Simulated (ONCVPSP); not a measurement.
**Pseudopotential generation for selenium: ONCV, PBEsol**

Do these settings give a usable potential? It is generated, then checked for transferability, scattering, ghosts and hardness.

Program: ONCVPSP 4.0.1.1 (patched build). Reference atom: PBEsol, scalar-relativistic, spherical and spin-unpolarised. All values are calculated.

## (1) Settings

The settings as typed:

* element: selenium (Se, Z = 34)
* type: optimised norm-conserving Vanderbilt (ONCV)
* frozen core: [Ar] 3d10
* valence charge: 6
* reference configuration: 4s2 4p4
* partial waves: 4s: rc 1.30 bohr, ncon 4, nbas 7, qcut 4.4 1/bohr, 2 projectors, debl 1.2 Ha; 4p: rc 1.90 bohr, ncon 5, nbas 10, qcut 4.6 1/bohr, 2 projectors, debl 2.1 Ha; d scattering state at 0.21 Ha: rc 1.45 bohr, ncon 3, nbas 7, qcut 6.4 1/bohr, 2 projectors, debl 3.4 Ha
* local potential: polynomial inside 1.20 bohr (lpopt 5, dvloc0 0 Ha)
* core correction: polynomial model core, fcfact 0.35

## (2) The generation run

The input, Se.dat:

```
# ATOM AND REFERENCE CONFIGURATION
# atsym  z   nc   nv     iexc    psfile
  Se 34.00    6    2  -116133      upf
#
#   n    l    f
    1    0    2.00
    2    0    2.00
    2    1    6.00
    3    0    2.00
    3    1    6.00
    3    2   10.00
    4    0    2.00
    4    1    4.00
#
# PSEUDOPOTENTIAL AND OPTIMIZATION
# lmax
    2
#
#   l,   rc,      ep,       ncon, nbas, qcut
    0    1.30    0.00    4    7    4.40
    1    1.90    0.00    5   10    4.60
    2    1.45    0.21    3    7    6.40
#
# LOCAL POTENTIAL
# lloc, lpopt,  rc(5),   dvloc0
    4    5    1.20    0.00
#
# VANDERBILT-KLEINMAN-BYLANDER PROJECTORs
# l, nproj, debl
    0    2    1.20
    1    2    2.10
    2    2    3.40
#
# MODEL CORE CHARGE
# icmod, fcfact, rcfact
    1    0.35    0.00
#
# LOG DERIVATIVE ANALYSIS
# epsh1, epsh2, depsh
   -2.00    5.00    0.02
#
# OUTPUT GRID
# rlmax, drl
    6.00    0.01
#
# TEST CONFIGURATIONS
# ncnf
    4
# nvcnf
#   n    l    f
    2
    4    0    2.00
    4    1    3.00
#
    2
    4    0    2.00
    4    1    2.00
#
    2
    4    0    2.00
    4    1    1.00
#
    2
    4    0    2.00
    4    1    3.50
#
```

The run is started by

```
$ oncvpsp.x < Se.dat > Se.out
```

**Question.** What will these runs give? Wanted: cutoffs for 1 and 0.1 mHa per electron, occupied waves; bound ghosts; GHOST(+) flags; largest test error; largest phase difference near zero energy, channels read; rms error of d²Exc/dn², without and with the model core.

**Answer**, as computed:

| quantity | value |
| --- | --- |
| cutoffs for 1 and 0.1 mHa per electron, occupied waves | 20 Ha and 68 Ha |
| bound ghosts | s at -267.28 eV |
| GHOST(+) flags | d at 4 eV |
| largest test error (AE − PS) | -75 meV, for 4s2 4p1 |
| largest phase difference near zero energy, channels read | 3.105 rad |
| rms error of d²Exc/dn², without and with the model core | 4.64 and 0.03 mHa |

It has a bound ghost (s), a state that the atom doesn't have, and that rules the file out. The worst unpolarised test, 4s2 4p1, is off by 75 meV on 62.1 eV; by total energies transferability rates as fair. That test lies far up in energy; among those under 40 eV, nearer to bonding, the largest error is 21 meV. It counts as of middling hardness, with 20 Ha needed at the looser tolerance. The tighter tolerance needs 68 Ha, and converged work needs a cutoff nearer that. At the looser tolerance the 4s wave is the slowest; 4p needs 9 Ha. Near zero energy the largest phase difference among the channels read is 3.10 rad, in the d channel. A step near π is an extra or missing state, not a misfit of shape. The pseudo curves have a pole with no partner nearby in the atom's: d at 0.12 Ha. At positive energy that is a spurious or a displaced resonance. The program also flags highly localised states, GHOST(+) (d).
